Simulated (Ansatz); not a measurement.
# Be2ZnSe3: the cost of one run

Computed with Ansatz 0.2.0 (DFT PBE, scalar-relativistic, plane waves, PAW, unless a step's input says otherwise).

### 1 The structure to begin with

It takes space group I-4m2 (No. 119, tetragonal). Conventional cell: a = 3.773 Å, b = 3.773 Å, c = 16.007 Å, α = 90.00°, β = 90.00°, γ = 90.00°. Be (site symmetry 2mm) is surrounded by 4 Se at 2.31 Å. Zn (site symmetry -4m2) is surrounded by 4 Se at 2.31 Å. Se (site symmetry 2mm) has 2 Zn at 2.31 Å and 2 Be at 2.31 Å as nearest neighbours. Around Se (site symmetry -4m2) lie 4 Be at 2.31 Å.

As a file:

```cif
data_structure
_symmetry_space_group_name_H-M 'P 1'
_symmetry_Int_Tables_number 1
_cell_length_a 8.4362
_cell_length_b 8.4362
_cell_length_c 8.4362
_cell_angle_alpha 154.158
_cell_angle_beta 154.158
_cell_angle_gamma 36.870
_cell_volume 113.92
loop_
_atom_site_label
_atom_site_type_symbol
_atom_site_fract_x
_atom_site_fract_y
_atom_site_fract_z
_atom_site_occupancy
Be1 Be 0.33333 0.33333 0.00000 1
Be2 Be 0.66667 0.66667 0.00000 1
Zn1 Zn 0.00000 0.00000 0.00000 1
Se1 Se 0.41667 0.91667 0.50000 1
Se2 Se 0.75000 0.25000 0.50000 1
Se3 Se 0.08333 0.58333 0.50000 1
```

The start is an ordering of an alloy on its end members' structure types: elements ordered on the sites of the BeSe type, Be/Zn on Be (I-4m2, No. 119).

### 2 Probe: one point on a coarse mesh

File input.yaml:

```yaml
crystal:
  lattice:
    - [-1.88638589, 1.88638589, 8.00325751]
    - [1.88638589, -1.88638589, 8.00325751]
    - [1.88638589, 1.88638589, -8.00325751]
  atoms:
    - { symbol: Be, position: [0.33333333, 0.33333333, 0.0] }
    - { symbol: Be, position: [0.66666667, 0.66666667, 0.0] }
    - { symbol: Zn, position: [0.0, 0.0, 0.0] }
    - { symbol: Se, position: [0.41666667, 0.91666667, 0.5] }
    - { symbol: Se, position: [0.75, 0.25, 0.5] }
    - { symbol: Se, position: [0.08333333, 0.58333333, 0.5] }
basis:
  ecutwfc: 420
kpoints:
  mp_grid: { grid: [6, 6, 6] }
hamiltonian:
  xc: pbe
scf:
  occupations: { method: gaussian, width: 0.1 }
  lower_state_search: "off"
output:
  forces: true
  stress: true
  eigenvalues: true
```

Run with:

```sh
$ ansatz run input.yaml --threads 1 --pin off --max-ram 2560MiB --backend cpu --events-out ev --progress --plain --runs-dir out
```

Q: Estimate wall time and peak memory on 1 thread of Intel Xeon Platinum 8375C at 2.90GHz (Ice Lake), shared host.

About 15 s, with a peak of 0.45 GiB.
